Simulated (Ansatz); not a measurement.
# Si2SnSe2: the cost of one run

Program: Ansatz 0.2.0. Level of theory: DFT PBE, scalar-relativistic, plane waves, PAW. These are calculated values, not measurements.

### Step 1. The system as given

It takes space group P4mm (No. 99, tetragonal). Conventional cell: a = 3.992 Å, b = 3.992 Å, c = 5.029 Å, α = 90.00°, β = 90.00°, γ = 90.00°. Si (site symmetry 2mm) is surrounded by 1 Se at 2.23 Å and 2 Sn at 2.56 Å. Around Sn (site symmetry 4mm) lie 4 Se at 2.32 Å and 4 Si at 2.56 Å. Se (site symmetry 2mm) has 1 Si at 2.23 Å and 2 Sn at 2.32 Å as nearest neighbours.

Coordinates:

```
Si Sn Se
1.0
     3.99212    0.00000    0.00000
     0.00000    3.99212    0.00000
     0.00000    0.00000    5.02864
Si Sn Se
2 1 2
Cartesian
  1.9961 0.0000 1.7173
  0.0000 1.9961 1.7173
  1.9961 1.9961 0.1066
  1.9961 0.0000 3.9520
  0.0000 1.9961 3.9520
```

The cell is invented: random cell by space group and Wyckoff sites (P4mm, No. 99). The dimensions are guesses.

### Step 2. A first look at the guess

input.yaml reads:

```yaml
crystal:
  lattice:
    - [3.99212032, 0.0, 0.0]
    - [0.0, 3.99212032, 0.0]
    - [0.0, 0.0, 5.02863735]
  atoms:
    - { symbol: Si, position: [0.5, 0.0, 0.34150927] }
    - { symbol: Si, position: [0.0, 0.5, 0.34150927] }
    - { symbol: Sn, position: [0.5, 0.5, 0.02118881] }
    - { symbol: Se, position: [0.5, 0.0, 0.7858984] }
    - { symbol: Se, position: [0.0, 0.5, 0.7858984] }
basis:
  ecutwfc: 420
kpoints:
  mp_grid: { grid: [4, 4, 4] }
hamiltonian:
  xc: pbe
scf:
  occupations: { method: gaussian, width: 0.1 }
  lower_state_search: "off"
output:
  forces: true
  stress: true
  eigenvalues: true
```

Run with:

```bash
$ ansatz run input.yaml --threads 1 --pin off --max-ram 2560MiB --backend cpu --events-out ev --progress --plain --runs-dir out
```

**Question.** How long does this run take on 1 thread of Intel Xeon Platinum 8488C (Sapphire Rapids), shared host, and how much memory does it need?

About 3.1 s, with a peak of 0.36 GiB.
